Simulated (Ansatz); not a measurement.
# CdFH2N: one species, many methods

The task here is to estimate one member of a computed series from the others.

Program: Ansatz 0.2.0, Gaussian basis. Level of theory: functionals in def2-TZVPP, the program's frozen cores in correlated methods. These are calculated values, not measurements.

The runs, in order: LDA (SPW92), PBE-D4, revPBE-D4, BLYP-D4, r2SCAN-D4, B97M-V, PBE0-D4, B3LYP-D4, r2SCANh-D4, r2SCAN0-D4, HSE06-D4, BHLYP-D4, CAM-B3LYP-D4, LC-ωPBE, ωB97X-V, ωB97M-V, B2PLYP, PBE-QIDH; CCSD(T)/def2-SVP; CCSD(T)/def2-TZVPP; CCSD(T)/def2-QZVPP; extrapolation to the limit; RPA on PBE.

## The geometry

The geometry comes from an earlier relaxation with PBE0-D4 in a triple-zeta def2 set; it is a stationary point. Cd takes the def2 core potential; no spin-orbit term is included.

SMILES `[NH2][Cd][F]`, 5 atoms, charge 0, spin multiplicity 1.

Atoms are counted from 1 here; the program's logs count them from 0.

Bond lengths: N1–Cd2 1.998 Å, N1–H4 1.014 Å, N1–H5 1.014 Å, Cd2–F3 1.935 Å. Angles: Cd2–N1–H4 110.9°, Cd2–N1–H5 110.9°, H4–N1–H5 106.1°, N1–Cd2–F3 175.2°.

Set-up of the first run:

The input, in.yaml:

```yaml
crystal:
  periodic: [false, false, false]
  atoms:
    - {symbol: N, position_ang: [-0.333383, 0.921974, -0.346301]}
    - {symbol: Cd, position_ang: [0.604673, -0.740252, 0.245397]}
    - {symbol: F, position_ang: [1.652154, -2.274900, 0.787060]}
    - {symbol: H, position_ang: [-0.955619, 0.728621, -1.123765]}
    - {symbol: H, position_ang: [-0.917924, 1.290757, 0.396209]}
basis:
  gaussian: {orbitals: def2-TZVPP}
hamiltonian: {xc: lda}
output: {orbitals: {seedname: orbitals}}
```

On the command line:

```bash
> ansatz run in.yaml --threads 2 --pin off --events-out ev --progress --plain --max-ram 32768MiB --backend cpu
```

Among the steps run: LDA; PBE-D4 (GGA); revPBE-D4 (GGA); BLYP-D4 (GGA); r2SCAN-D4 (meta-GGA); B97M-V (meta-GGA); PBE0-D4 (hybrid); B3LYP-D4 (hybrid); r2SCANh-D4 (hybrid); r2SCAN0-D4 (hybrid); HSE06-D4 (hybrid); BHLYP-D4 (hybrid); CAM-B3LYP-D4 (range-separated); LC-ωPBE (range-separated); ωB97X-V (range-separated); ωB97M-V (range-separated); B2PLYP (double hybrid); PBE-QIDH (double hybrid).

One table of the session follows, with a row left open; its other results are not shown here.

It belongs to the step «Frontier levels by functional». 

```
  functional  HOMO (eV)  LUMO (eV)  gap (eV)
 LDA (SPW92)      -6.39      -2.51      3.88
      PBE-D4      -6.14      -2.25      3.89
   revPBE-D4      -6.05      -2.14      3.91
     BLYP-D4      -6.05      -2.27      3.78
   r2SCAN-D4      -6.40      -1.96      4.44
      B97M-V      -6.43      -2.16      4.27
     PBE0-D4      -7.48      -1.36      6.12
    B3LYP-D4      -7.28      -1.73      5.55
  r2SCANh-D4      -6.91      -1.65      5.26
  r2SCAN0-D4          ?          ?         ?
    HSE06-D4      -7.07      -1.73      5.34
    BHLYP-D4      -8.74      -0.67      8.08
CAM-B3LYP-D4      -8.91      -0.53      8.38
     LC-ωPBE     -10.22       0.78     11.00
     ωB97X-V      -9.86       0.60     10.46
     ωB97M-V      -9.80       0.30     10.10
```

**Question.** Estimate the row for r2SCAN0-D4.

Worked estimate for «HOMO (eV)». Against the share of exact exchange, r2SCAN-D4 (0, -6.40), r2SCANh-D4 (0.1, -6.91) give a slope of -5.10 per unit share; at 0.25 the line stands at -7.67.

**Answer.** HOMO (eV): -7.67; LUMO (eV): -1.19; gap (eV): 6.49. In «HOMO (eV)» the line misses by 0.00.
